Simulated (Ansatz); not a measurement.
**CH6O2SiSn: basis-set convergence**

The task here is to estimate one member of a computed series from the others.

Method: one geometry, several basis sets; program: Ansatz 0.2.0, Gaussian basis.

Plan: PBE0-D4/def2-SVP; ωB97M-V/def2-SVP; PBE0-D4/def2-QZVPP; ωB97M-V/def2-QZVPP; the functionals' def2-TZVPP values are taken from earlier runs.

## The relaxed structure

All runs share one geometry, relaxed beforehand with PBE0-D4 in a triple-zeta def2 set. Sn takes the def2 core potential; no spin-orbit term is included.

11 atoms, charge 0, spin multiplicity 1.

Atoms are counted from 1 here; the program's logs count them from 0.

Bond lengths: O1–Si2 1.636 Å, O1–H6 0.958 Å, Si2–Sn3 2.554 Å, Si2–C4 1.800 Å, Si2–O5 1.655 Å, Sn3–H7 1.702 Å, Sn3–H8 1.706 Å, Sn3–H9 1.708 Å, C4–O5 1.488 Å, C4–H10 1.088 Å, C4–H11 1.089 Å. Angles: Si2–O1–H6 118.7°, O1–Si2–Sn3 114.6°, O1–Si2–C4 118.1°, O1–Si2–O5 118.3°, Sn3–Si2–C4 124.4°, Sn3–Si2–O5 114.9°, C4–Si2–O5 50.8°, Si2–Sn3–H7 109.3°, Si2–Sn3–H8 110.8°, Si2–Sn3–H9 110.3°, H7–Sn3–H8 109.2°, H7–Sn3–H9 109.3°, H8–Sn3–H9 107.9°, Si2–C4–O5 59.6°, Si2–C4–H10 124.0°, Si2–C4–H11 120.3°, O5–C4–H10 112.9°, O5–C4–H11 112.2° and more.

Set-up of the first run:

Input file in.yaml:

```yaml
crystal:
  periodic: [false, false, false]
  atoms:
    - {symbol: O, position_ang: [-1.285787, 1.601465, 0.587827]}
    - {symbol: Si, position_ang: [-0.187447, 0.607020, -0.105965]}
    - {symbol: Sn, position_ang: [-0.274092, -1.809454, 0.716837]}
    - {symbol: C, position_ang: [1.233031, 1.351359, -0.923483]}
    - {symbol: O, position_ang: [0.116200, 0.781485, -1.723869]}
    - {symbol: H, position_ang: [-2.124442, 1.234333, 0.870394]}
    - {symbol: H, position_ang: [0.928841, -2.716271, -0.074689]}
    - {symbol: H, position_ang: [-0.017283, -1.884348, 2.402046]}
    - {symbol: H, position_ang: [-1.804060, -2.493493, 0.388658]}
    - {symbol: H, position_ang: [2.177490, 0.838214, -1.089919]}
    - {symbol: H, position_ang: [1.303046, 2.432791, -1.027136]}
basis:
  gaussian: {orbitals: def2-SVP}
hamiltonian: {xc: pbe0, dispersion: d4}
output: {orbitals: {seedname: orbitals}}
```

Steps of the session up to this table: PBE0-D4 in def2-SVP; ωB97M-V in def2-SVP; PBE0-D4 in def2-QZVPP; ωB97M-V in def2-QZVPP.

One table of the session follows, with a row left open; its other results are not shown here.

It belongs to the step «Density functionals: the series». 

```
functional       basis  HOMO (eV)
   PBE0-D4    def2-SVP      -7.25
   PBE0-D4  def2-TZVPP      -7.36
   PBE0-D4  def2-QZVPP          ?
   ωB97M-V    def2-SVP      -9.40
   ωB97M-V  def2-TZVPP      -9.53
   ωB97M-V  def2-QZVPP      -9.56
```

Estimate the missing values for PBE0-D4, def2-QZVPP.

The run gave: HOMO (eV): -7.39. In the column «HOMO (eV)» it lies between ωB97M-V, def2-SVP (-9.40) and PBE0-D4, def2-TZVPP (-7.36).
